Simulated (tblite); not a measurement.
# C6H11BF2O: the cost of one run

Programs: tblite 0.8.0 and PySCF 2.14.0, with density-fitted response routines of our own. Each step states its level of theory. These are calculated values for one molecule in the gas phase, unless marked as measured. Atoms are numbered from 0 throughout.

## 1. The molecule as given

21 atoms, charge 0, multiplicity 1; geometry from: force field or distance geometry start.

Bonds of the start (Å): F0–B1 1.46, B1–F2 1.47, B1–O3 1.46, O3–C4 1.39, C4–C5 1.52, C5–C6 1.48, C6–C7 1.49, C7–C8 1.53, C8–C9 1.53, C9–C6 1.53, C4–H10 1.11, C4–H11 1.10, C5–H12 1.10, C5–H13 1.13, C6–H14 1.13, C7–H15 1.10, C7–H16 1.13, C8–H17 1.12, C8–H18 1.11, C9–H19 1.10, C9–H20 1.10.

## 2. Relaxing the molecule with GFN2-xTB

What the job is given:

```
{"job": {"kind": "relax", "xc": "GFN2-xTB", "basis": "xTB"}, "charge": 0, "multiplicity": 1}
F      3.660400    -1.673300     0.674300
B      3.175300    -0.451300     1.315000
F      4.229100     0.373300     1.925300
O      2.055900     0.253100     0.702500
C      1.618200    -0.362800    -0.464200
C      0.459500     0.481900    -0.973900
C     -0.635300     0.529100     0.026400
C     -1.286700    -0.738900     0.453700
C     -2.678300    -0.130500     0.260900
C     -1.984400     0.956200    -0.556600
H      2.412200    -0.337600    -1.245300
H      1.244700    -1.381400    -0.309500
H      0.139400     0.170100    -1.973900
H      0.871000     1.530500    -1.059600
H     -0.356800     1.221400     0.874000
H     -1.173300    -1.636300    -0.165600
H     -1.094800    -0.986600     1.535800
H     -3.329000    -0.811800    -0.345000
H     -3.146500     0.240700     1.197800
H     -2.193200     1.987800    -0.227400
H     -1.996600     0.783000    -1.645200
```

Command:

```sh
> OMP_NUM_THREADS=1 python probes_run.py task.json out
```

One launch serves the whole session: the jobs run in the order shown.

Q: Estimate the wall time of this first job on 1 thread of Arm Neoverse V1, shared host.

About 1.4 s.
